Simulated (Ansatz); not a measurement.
# WC (Qusongite): the cost of one run

Program: Ansatz 0.2.0. Level of theory: DFT PBEsol, scalar-relativistic, plane waves, PAW. These are calculated values, not measurements.

## Step 1: The system as given

The structure is hexagonal, space group P-6m2 (No. 187). The conventional cell has a = 2.922 Å, b = 2.922 Å, c = 2.847 Å, α = 90.00°, β = 90.00°, γ = 120.00°. W (site symmetry -6m2) is surrounded by 6 C at 2.21 Å. Around C (site symmetry -6m2) lie 6 W at 2.21 Å.

As a file:

```
CELL_PARAMETERS angstrom
2.92168 0.00000 0.00000
-1.46084 2.53025 0.00000
0.00000 0.00000 2.84705
ATOMIC_POSITIONS crystal
W 0.00000 0.00000 0.00000
C 0.66667 0.33333 0.50000
```

This cell was relaxed beforehand with the same method: volume 10.52 Å³/atom, gap on the mesh none (metal).

## Step 2: Relaxing with PBEsol

The input, input.yaml:

```yaml
crystal:
  lattice:
    - [2.9216789202, 0.0, 0.0]
    - [-1.4608394601, 2.5302481666, 0.0]
    - [0.0, 0.0, 2.8470525734]
  atoms:
    - { symbol: W, position: [0.0, 0.0, 0.0] }
    - { symbol: C, position: [0.6666666667, 0.3333333333, 0.5] }
basis:
  ecutwfc: 420
kpoints:
  mp_grid: { grid: [18, 18, 14] }
hamiltonian:
  xc: pbesol
scf:
  occupations: { method: gaussian, width: 0.1 }
output:
  forces: true
  stress: true
  eigenvalues: true
relax:
  adjacent_minimum: "off"
  f_tol: 0.005
  max_steps: 50
  cell: { stress_tol: 0.05 }
```

Started as:

```
ansatz run input.yaml --threads 1 --pin off --max-ram 2560MiB --backend cpu --events-out ev --progress --plain --runs-dir out
```

Q: Estimate wall time and peak memory on 1 thread of Intel Xeon Platinum 8375C at 2.90GHz (Ice Lake), shared host.

About 37 s, with a peak of 0.48 GiB.
